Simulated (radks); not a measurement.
**Fractional charge and spin in the 3p shell of phosphorus**

One table from this session's results is given with a row withheld; the runs are named, their logs left out.

The numbers are computed with radks (a radial shooting solver on a logarithmic mesh, Libxc functionals) version 1 (non-relativistic Kohn-Sham, PBEsol, spin-polarised, spherical densities, point nucleus), except any that are marked as measured or tabulated.

**The atom as given**

```
element       : phosphorus (Z = 15)
configuration : [Ne] 3s2 3p(up 2, down 1)
```

A shell typed twice in an input gives spin up, then spin down.

The first run:

Input:

```text
Z 15
configuration [Ne] 3s2 3p2 3p1
relativity non-relativistic
functional pbe_sol,pbe_sol
spin polarised
nucleus point
```

Among the steps run: 3p: up 2, down 1.

One table of the session follows, with a row left open; its other results are not shown here.

It belongs to the step «3p: up 2, down 1». Radial moments (bohr):

```
  level     <r>  outermost maximum (interpolated)  90 % within  nodes
  2s up  0.5225                             0.421        0.821      1
2s down  0.5224                             0.421        0.821      1
  2p up  0.4863                             0.355        0.813      0
2p down       ?                                 ?            ?      ?
  3s up   1.900                              1.58         2.89      2
3s down   1.907                              1.58         2.91      2
  3p up   2.350                              1.83         3.72      1
3p down   2.397                              1.84         3.82      1
```

Estimate the missing values for 2p down.

The run gave: <r>: 0.4862; outermost maximum (interpolated): 0.355; 90 % within: 0.813; nodes: 0. In the column «<r>» it is the lowest.
